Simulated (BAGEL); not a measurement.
**One shape, several levels: CBr2F2 (dibromodifluoromethane)**

Aim: a comparison of 6 runs (HF/STO-3G, HF/def2-SVP, B3LYP/6-31G*, RI-MP2/pcseg-2, RI-MP2/def2-TZVP) of CBr2F2 (dibromodifluoromethane). 

The calculation is run with BAGEL 1.2.2.

7 further runs of the same task are left out: 2 that didn't finish, 5 set aside as unsound or not needed.

### Step 1. The system as given

CBr2F2: 5 atoms, total charge 0, spin state singlet. SMILES: `FC(F)(Br)Br`. Geometry: relaxed at PBE0-D4/def2-TZVP.

Bond lengths: F1–C2 1.324 Å, C2–F3 1.324 Å, C2–Br4 1.933 Å, C2–Br5 1.933 Å. Angles: F1–C2–F3 108.1°, F1–C2–Br4 109.2°, F1–C2–Br5 109.2°, F3–C2–Br4 109.2°, F3–C2–Br5 109.2°, Br4–C2–Br5 111.7°.

### Step 2. A single-point energy at HF/STO-3G (run 1)

Input file calc.json:

```json
{ "bagel": [

{
  "title": "molecule",
  "basis": "sto-3g",
  "df_basis": "qzvpp-jkfit",
  "angstrom": true,
  "geometry": [
    { "atom": "F", "xyz": [      -0.970400,      -0.113400,       0.986300 ] },
    { "atom": "C", "xyz": [       0.004800,      -0.087600,       0.090900 ] },
    { "atom": "F", "xyz": [       0.914800,      -0.981400,       0.446600 ] },
    { "atom": "Br", "xyz": [      -0.709300,      -0.561200,      -1.642100 ] },
    { "atom": "Br", "xyz": [       0.810000,       1.669900,       0.077000 ] }
  ]
},

{ "title": "hf", "df": false },

{ "title": "print", "file": "orbitals.molden", "orbitals": true }

]}
```

Started as:

```console
BAGEL_NUM_THREADS=1 BAGEL calc.json > calc.out
```

What it wrote:

```text
* using 1 threads per process

  ===============================================================
  ===============================================================

  *** Geometry ***

  { "atom" : "F", "xyz" : [     -1.833790,     -0.214295,      1.863837 ] },
  { "atom" : "C", "xyz" : [      0.009071,     -0.165540,      0.171776 ] },
  { "atom" : "F", "xyz" : [      1.728721,     -1.854577,      0.843952 ] },
  { "atom" : "Br", "xyz" : [     -1.340383,     -1.060514,     -3.103119 ] },
  { "atom" : "Br", "xyz" : [      1.530678,      3.155654,      0.145509 ] },

  Number of auxiliary basis functions:      761

  Since a DF basis is specified, we compute 2- and 3-index integrals:
    o Being stored without compression. Storage requirement is 0.016 GB

  Number of basis functions:       51
  Number of electrons      :       94

    * METHOD: MOLECULE                             0.53

  *** RHF ***

  === Nuclear Repulsion ===
   629.5601974234

      * DIIS with orbital gradients will be used.

  === RHF iteration (sto-3g) ===
      0      -5322.61632392          0.01789718           0.26
      1      -5322.78645296          0.00577380           0.25
      2      -5322.81196467          0.00137540           0.25
      3      -5322.81355013          0.00013804           0.25
      4      -5322.81358851          0.00003547           0.24
      5      -5322.81359131          0.00000590           0.24
      6      -5322.81359138          0.00000139           0.23
      7      -5322.81359139          0.00000031           0.22
      8      -5322.81359139          0.00000009           0.21
      9      -5322.81359139          0.00000003           0.21
     10      -5322.81359139          0.00000001           0.20
    * SCF iteration converged.

    * Permanent dipole moment:
           (    0.006634,     0.093290,    -0.127043) a.u.

    * METHOD: HF                                   2.80

    * METHOD: PRINT                                0.01

  ===============================================================
```

It took 3.6 s on 1 thread of Arm Neoverse V1, shared host; peak memory 0.33 GiB.

### Step 3. A single-point energy at HF/def2-SVP (run 2)

Input file input.json:

```json
{ "bagel" : [

{
  "title" : "molecule",
  "basis" : "svp",
  "df_basis" : "qzvpp-jkfit",
  "angstrom" : "true",
  "geometry" : [
    { "atom" : "F", "xyz" : [   -0.970400,   -0.113400,    0.986300 ] },
    { "atom" : "C", "xyz" : [    0.004800,   -0.087600,    0.090900 ] },
    { "atom" : "F", "xyz" : [    0.914800,   -0.981400,    0.446600 ] },
    { "atom" : "Br", "xyz" : [   -0.709300,   -0.561200,   -1.642100 ] },
    { "atom" : "Br", "xyz" : [    0.810000,    1.669900,    0.077000 ] }
  ]
},
{ "title" : "hf", "df" : "false" },
{ "title" : "print", "file" : "orbitals.molden", "orbitals" : "true" }

]}
```

Started as:

```console
BAGEL_NUM_THREADS=1 BAGEL input.json > input.out
```

What it wrote:

```text
* using 1 threads per process

  ===============================================================
  ===============================================================

  *** Geometry ***

  { "atom" : "F", "xyz" : [     -1.833790,     -0.214295,      1.863837 ] },
  { "atom" : "C", "xyz" : [      0.009071,     -0.165540,      0.171776 ] },
  { "atom" : "F", "xyz" : [      1.728721,     -1.854577,      0.843952 ] },
  { "atom" : "Br", "xyz" : [     -1.340383,     -1.060514,     -3.103119 ] },
  { "atom" : "Br", "xyz" : [      1.530678,      3.155654,      0.145509 ] },

  Number of auxiliary basis functions:      761

  Since a DF basis is specified, we compute 2- and 3-index integrals:
    o Being stored without compression. Storage requirement is 0.068 GB

  Number of basis functions:      106
  Number of electrons      :       94

    * METHOD: MOLECULE                             0.67

  *** RHF ***

  === Nuclear Repulsion ===
   629.5601974234

      * DIIS with orbital gradients will be used.

  === RHF iteration (svp) ===
      0      -5369.48011498          0.03091798           1.46
      1      -5377.72243067          0.05490752           1.45
      2      -5380.43033924          0.01324859           1.40
[... 13 lines of this table left out ...]
     16      -5380.72131347          0.00000001           1.12
    * SCF iteration converged.

    * Permanent dipole moment:
           (   -0.013359,    -0.188607,     0.256474) a.u.

    * METHOD: HF                                  22.95

    * METHOD: PRINT                                0.03

  ===============================================================
```

Wall time 24 s (1 thread of Arm Neoverse V1, shared host); peak memory 0.13 GiB.

### Step 4. Energy and gradient at B3LYP/6-31G(d) (density fitting with qzvpp-jkfit, spherical functions) (run 3)

Input file input.json:

```json
{ "bagel": [

{
  "title": "molecule",
  "basis": "6-31gs.json",
  "df_basis": "qzvpp-jkfit",
  "angstrom": true,
  "geometry": [
    { "atom": "F", "xyz": [      -0.970400,      -0.113400,       0.986300 ] },
    { "atom": "C", "xyz": [       0.004800,      -0.087600,       0.090900 ] },
    { "atom": "F", "xyz": [       0.914800,      -0.981400,       0.446600 ] },
    { "atom": "Br", "xyz": [      -0.709300,      -0.561200,      -1.642100 ] },
    { "atom": "Br", "xyz": [       0.810000,       1.669900,       0.077000 ] }
  ]
},

{
  "title": "force",
  "method": [
    {
      "title": "ks",
      "xc_func": "b3lyp"
    }
  ]
}

]}
```

The basis set 6-31G* is read from a file made from the Basis Set Exchange's data (not shown).

Started as:

```console
BAGEL_NUM_THREADS=1 BAGEL input.json > input.out
```

What it wrote:

```text
* using 1 threads per process

  ===============================================================
  ===============================================================

  *** Geometry ***

[... 20 lines left out ...]
    * Removing 9171 points whose weight is below 1.00e-10
[... 13 lines left out ...]
    * SCF iteration converged.
[... 1 line left out ...]
    * Permanent dipole moment:
[... 26 lines left out ...]
    * METHOD: FORCE                               23.79

  ===============================================================
```

Wall time 25 s (1 thread of Arm Neoverse V1, shared host); peak memory 1.1 GiB.

Runs 4 to 5 aren't shown in full; the table further down has their settings and results.

### Step 5. A single-point energy at RI-MP2/def2-TZVP (density fitting with qzvpp-jkfit) (run 6)

Input file job.json:

```json
{ "bagel": [

{
  "title": "molecule",
  "basis": "def2-tzvp.json",
  "df_basis": "qzvpp-jkfit",
  "angstrom": true,
  "geometry": [
    { "atom": "F", "xyz": [   -0.970400,   -0.113400,    0.986300 ] },
    { "atom": "C", "xyz": [    0.004800,   -0.087600,    0.090900 ] },
    { "atom": "F", "xyz": [    0.914800,   -0.981400,    0.446600 ] },
    { "atom": "Br", "xyz": [   -0.709300,   -0.561200,   -1.642100 ] },
    { "atom": "Br", "xyz": [    0.810000,    1.669900,    0.077000 ] }
  ]
},
{ "title": "hf", "charge": 0 },
{ "title": "mp2", "charge": 0, "ncore": 21 }

]}
```

The basis set def2-TZVP is read from a file made from the Basis Set Exchange's data (not shown).

Started as:

```console
BAGEL_NUM_THREADS=1 BAGEL job.json > job.out
```

What it wrote:

```text
* using 1 threads per process

  ===============================================================
  ===============================================================

  *** Geometry ***

[... 29 lines left out ...]
    * SCF iteration converged.
[... 1 line left out ...]
    * Permanent dipole moment:
[... 2 lines left out ...]
    * METHOD: HF                                  11.57

  *** RHF ***

  === Nuclear Repulsion ===
   629.5601974234

      * DIIS with orbital gradients will be used.

  === RHF iteration (def2-tzvp.json) ===
      0      -5381.65396129          0.00000000           0.75
    * SCF iteration converged.

    * Permanent dipole moment:
           (   -0.010765,    -0.151982,     0.206649) a.u.

  === DF-MP2 calculation ===

    * freezing 21 orbitals
    * 3-index integral transformation done
    * assembly done

      MP2 correlation energy:   -1.2100622950      0.74

      MP2 total energy:       -5382.8640235831

    * METHOD: MP2                                  2.29

  ===============================================================
```

Run time: 15 s. Hardware: 1 thread of Arm Neoverse V1, shared host; peak memory 0.53 GiB.

### Step 6. All runs side by side

```tsv
run	level	integral approximation	task	energy (Eh)	dipole moment (D)	wall time
1	HF/STO-3G	none	energy	-5322.813591	0.40	3.6 s
2	HF/def2-SVP	none	energy	-5380.721313	0.81	24 s
3	B3LYP/6-31G* (density fitting with qzvpp-jkfit, spherical functions)	qzvpp-jkfit	gradient	-5385.507105	0.22	25 s
4	B3LYP/6-31G* (density fitting with qzvpp-jkfit, Cartesian functions)	qzvpp-jkfit	energy	-5385.527068	0.21	92 s
5	RI-MP2/pcseg-2 (density fitting with qzvpp-jkfit)	qzvpp-jkfit	energy	-5382.766736	–	14 s
6	RI-MP2/def2-TZVP (density fitting with qzvpp-jkfit)	qzvpp-jkfit	energy	-5382.864024	–	15 s
```

### Step 7. Results

| quantity | value |
| --- | --- |
| run 6: total energy | -5382.86402 Eh |
| run 6: correlation energy (21 core orbitals frozen) | -1210.1 mEh |

What this shows: Over runs 1, 2, 3, 4 the dipole moment (its size) runs from 0.21 D (B3LYP/6-31G*) to 0.81 D (HF/def2-SVP). The two ends differ in method and basis. Over runs 1, 2, 4 the HOMO–LUMO gap runs from 6.31 eV (B3LYP/6-31G*) to 16.09 eV (HF/STO-3G). In run 1 the basis is minimal, so the values are rough. All runs together took 2.9 min, the longest 92 s.
